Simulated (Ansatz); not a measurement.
Set up this calculation in Ansatz 0.2.0, as the native input.

| Item | Value |
| --- | --- |
| Task | relaxation of cell and atoms |
| Functional | PBE |
| Dispersion | D3(BJ)-ATM |
| Potentials or basis | Ansatz PAW |
| Cutoff | 420 eV (not typed: the program's choice for these potentials) |
| k mesh | 6 × 6 × 6 |
| Occupations | fermi-dirac, width 0.05 eV |
| Spin | no spin polarisation |

Hf2Pd2Se2Br2O3:

```
CELL_PARAMETERS angstrom
-1.89227 2.67212 12.28423
1.89227 -2.67212 12.28423
1.89227 2.67212 -12.28423
ATOMIC_POSITIONS crystal
Hf 0.92095 0.92095 0.00000
Hf 0.07905 0.07905 0.00000
Pd 0.68332 0.68332 0.00000
Pd 0.31668 0.31668 0.00000
Se 0.61777 0.11777 0.50000
Se 0.38223 0.88223 0.50000
Br 0.78660 0.78660 0.00000
Br 0.21340 0.21340 0.00000
O 0.90121 0.40121 0.50000
O 0.09879 0.59879 0.50000
O 0.00000 0.00000 0.00000
```

The cell was built by a generator and needn't be a form met in nature.

These files were run (other wordings do the same):

input.yaml

```yaml
crystal:
  lattice:
    - [-1.89227, 2.67212, 12.28423]
    - [1.89227, -2.67212, 12.28423]
    - [1.89227, 2.67212, -12.28423]
  atoms:
    - { symbol: Hf, position: [0.92095, 0.92095, 0.0] }
    - { symbol: Hf, position: [0.07905, 0.07905, 0.0] }
    - { symbol: Pd, position: [0.68332, 0.68332, 0.0] }
    - { symbol: Pd, position: [0.31668, 0.31668, 0.0] }
    - { symbol: Se, position: [0.61777, 0.11777, 0.5] }
    - { symbol: Se, position: [0.38223, 0.88223, 0.5] }
    - { symbol: Br, position: [0.7866, 0.7866, 0.0] }
    - { symbol: Br, position: [0.2134, 0.2134, 0.0] }
    - { symbol: O, position: [0.90121, 0.40121, 0.5] }
    - { symbol: O, position: [0.09879, 0.59879, 0.5] }
    - { symbol: O, position: [0.0, 0.0, 0.0] }
hamiltonian:
  xc: pbe
  pseudopotentials: { kind: paw }
  dispersion: d3bjatm
kpoints:
  mp_grid: { grid: [6, 6, 6] }
scf:
  occupations: { method: fermi_dirac, width: 0.05 }
output:
  forces: true
  stress: true
  eigenvalues: true
relax:
  f_tol: 0.01
  max_steps: 40
  cell: { stress_tol: 0.05 }
```

Potentials or basis: Ansatz PAW.

Run with:

```bash
$ ansatz run input.yaml --threads 8 --pin off --max-ram 20480MiB --backend cpu --events-out ev --progress --plain --runs-dir out
```

Results of the run:

```json
{"Relaxed volume": "22.01 Å³/atom", "Relaxed cell": "a = 12.679 Å, b = 12.679 Å, c = 12.679 Å, α = 162.96°, β = 156.08°, γ = 29.52°", "Space group after relaxing (to 0.05 Å)": "Immm (No. 71)", "Energy gained by relaxing": "3.6 meV/atom", "Ionic steps": "10", "Pressure after relaxing": "0.0 GPa", "Band gap on the k mesh": "none (metal or under the smearing width)"}
```

Caveat: the plane-wave basis is chosen anew once the cell has moved, so the energies of steps on either side of that aren't comparable; pairwise dispersion overbinds metals, which lowers pressure and volume.

Wall time 2.3 min on 8 threads of Arm Neoverse V1, with other jobs on the host, peak memory 1.7 GiB.
